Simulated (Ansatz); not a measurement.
# Co (Co, diamond): the cost of one run

Program: Ansatz 0.2.0. Level of theory: DFT PBEsol, plane waves (420 eV) with PAW, scalar-relativistic; the PAW data stem from PBE, with regenerated cores. These are calculated values, not measurements.

## 1. Starting point

The structure is cubic, space group Fd-3m (No. 227). The conventional cell has a = 4.927 Å, b = 4.927 Å, c = 4.927 Å, α = 90.00°, β = 90.00°, γ = 90.00°. Around Co (site symmetry -43m) lie 4 Co at 2.13 Å.

Coordinates:

```cif
data_structure
_symmetry_space_group_name_H-M 'Fd-3m:1'
_symmetry_Int_Tables_number 227
_cell_length_a 4.9269
_cell_length_b 4.9269
_cell_length_c 4.9269
_cell_angle_alpha 90.000
_cell_angle_beta 90.000
_cell_angle_gamma 90.000
_cell_volume 119.59
loop_
_atom_site_label
_atom_site_type_symbol
_atom_site_symmetry_multiplicity
_atom_site_Wyckoff_symbol
_atom_site_fract_x
_atom_site_fract_y
_atom_site_fract_z
_atom_site_occupancy
Co1 Co 8 b 0.75000 0.75000 0.75000 1
```

The atoms start with moments of +1.7, -1.7 μB.

## 2. Geometry optimisation

Input file input.yaml:

```yaml
crystal:
  lattice:
    - [0.0, 2.4634331982, 2.4634331982]
    - [2.4634331982, 0.0, 2.4634331982]
    - [2.4634331982, 2.4634331982, 0.0]
  atoms:
    - { symbol: Co, position: [0.125, 0.125, 0.125], spin: 1.7 }
    - { symbol: Co, position: [0.875, 0.875, 0.875], spin: -1.7 }
hamiltonian:
  xc: pbesol
  pseudopotentials:
    kind: paw
    azcp:
      Co: "pseudopotentials/Co.paw.azcp"
basis:
  ecutwfc: 420
  fft_grid_basis: typed
kpoints:
  mp_grid: { grid: [11, 11, 11], shift: [0, 0, 0] }
magnetization:
  spin_polarized: true
scf:
  occupations: { method: fermi_dirac, width: 0.05 }
relax:
  max_steps: 60
  f_tol: 0.01
  cell: {}
```

Q: Estimate wall time and peak memory on 2 threads of an x86-64 CPU, shared host.

About 58 s, with a peak of 0.42 GiB.
